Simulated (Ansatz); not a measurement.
# Sc2GaBiO2: the cost of one run

Program: Ansatz 0.2.0. Level of theory: DFT PBE, scalar-relativistic, plane waves, PAW, unless a step names another level. These are calculated values, not measurements.

9 further runs of the same task are left out: 9 set aside as unsound or not needed.

## (1) What the formula suggests

Pauling electronegativities: Sc 1.36, Ga 1.81, Bi 2.02, O 3.44 (spread 2.08). The formula balances with common oxidation states: Sc +3, Ga +1, O -2, Bi -3. Tabulated atomic sizes suggest about 17 Å³/atom. 28 candidates were drawn, by swapping species into database cells of other compounds, at random by space group and Wyckoff sites, or by hand, as the table says:

```tsv
name	made from	space group no.	Wyckoff sites	atoms (primitive cell)	V (Å³/atom)
c01	random	123	Sc 2f; Ga 1a; Bi 1b; O 2h	6	19.0
c02	database cell of CdIn2SnAu2	160	Sc 3a, 3a; Ga 3a; Bi 3a; O 3a, 3a	6	18.2
c03	database cell of KNa2CuO2	107	Sc 4b; Ga 2a; Bi 2a; O 2a, 2a	6	17.0
c04	random	12	Sc 2a, 2c; Ga 2b; Bi 2d; O 4e	6	17.7
c05	random	166	Sc 6c; Ga 3a; Bi 3b; O 6c	6	17.4
c06	random	65	Sc 2a, 2b; Ga 2d; Bi 2c; O 4e	6	20.7
c07	random	47	Sc 2t; Ga 1c; Bi 1a; O 2p	6	18.0
c08	random	123	Sc 2h; Ga 1c; Bi 1a; O 1d, 1b	6	18.7
c09	database cell of CeSi2Mo2C	123	Sc 2f; Ga 1b; Bi 1a; O 2h	6	15.1
c10	random	166	Sc 6c; Ga 3b; Bi 3a; O 6c	6	20.6
c11	database cell of CeCo2B2C	139	Sc 4d; Ga 2a; Bi 2b; O 4e	6	14.2
c12	database cell of Li2MgCdP2	115	Sc 2g; Ga 1a; Bi 1c; O 1b, 1d	6	18.5
c13	random	187	Sc 2g; Ga 1e; Bi 1a; O 2h	6	20.3
c14	database cell of SrEuP2Pt2	164	Sc 2d; Ga 1b; Bi 1a; O 2d	6	17.4
c15	random	191	Sc 2e; Ga 1b; Bi 1a; O 2d	6	19.3
c16	database cell of Dy2ZnCuSi2	25	Sc 1a, 1b; Ga 1d; Bi 1c; O 1d, 1c	6	18.4
c17	random	1	Sc 1a, 1a; Ga 1a; Bi 1a; O 1a, 1a	6	21.2
c18	random	164	Sc 2d; Ga 1b; Bi 1a; O 2c	6	21.3
c19	database cell of Sr2CoSeO2	123	Sc 2h; Ga 1b; Bi 1a; O 2e	6	16.8
c20	random	191	Sc 2d; Ga 1a; Bi 1b; O 2e	6	21.0
c21	database cell of Nd2Co2SiC	71	Sc 4j; Ga 2a; Bi 2c; O 4h	6	17.8
c22	random	3	Sc 1b, 1c; Ga 1a; Bi 1d; O 1d, 1c	6	19.0
c23	random	187	Sc 2i; Ga 1f; Bi 1a; O 1e, 1c	6	19.1
c24	random	156	Sc 1a, 1c; Ga 1b; Bi 1c; O 1b, 1c	6	21.4
c25	database cell of Ho2ZnCuSi2	25	Sc 1d, 1c; Ga 1d; Bi 1c; O 1a, 1b	6	18.5
c26	random	191	Sc 2d; Ga 1b; Bi 1a; O 2c	6	19.2
c27	random	187	Sc 2g; Ga 1e; Bi 1d; O 2h	6	21.0
c28	random	99	Sc 1a, 1b; Ga 1b; Bi 1a; O 2c	6	21.1
```

## (2) Screening run of c13

Contents of input.yaml:

```yaml
crystal:
  lattice:
    - [4.04546597, 0.0, 0.0]
    - [-2.02273298, 3.5034763, 0.0]
    - [0.0, 0.0, 8.61135564]
  atoms:
    - { symbol: Sc, position: [0.0, 0.0, 0.69659898] }
    - { symbol: Sc, position: [0.0, 0.0, 0.30340102] }
    - { symbol: Ga, position: [0.66666667, 0.33333333, 0.0] }
    - { symbol: Bi, position: [0.0, 0.0, 0.0] }
    - { symbol: O, position: [0.33333333, 0.66666667, 0.44399726] }
    - { symbol: O, position: [0.33333333, 0.66666667, 0.55600274] }
basis:
  ecutwfc: 420
kpoints:
  mp_grid: { grid: [3, 3, 2] }
hamiltonian:
  xc: pbe
scf:
  occupations: { method: gaussian, width: 0.15 }
  lower_state_search: "off"
output:
  forces: true
  stress: true
  eigenvalues: true
relax:
  adjacent_minimum: "off"
  f_tol: 0.08
  max_steps: 16
  cell: { stress_tol: 0.8 }
```

Command:

```
ansatz run input.yaml --threads 1 --pin off --max-ram 2560MiB --backend cpu --events-out ev --progress --plain --runs-dir out
```

Q: Estimate wall time and peak memory on 1 thread of Intel Xeon at 2.50GHz (Skylake/Cascade Lake), shared host.

About 2.6 min, with a peak of 0.42 GiB.
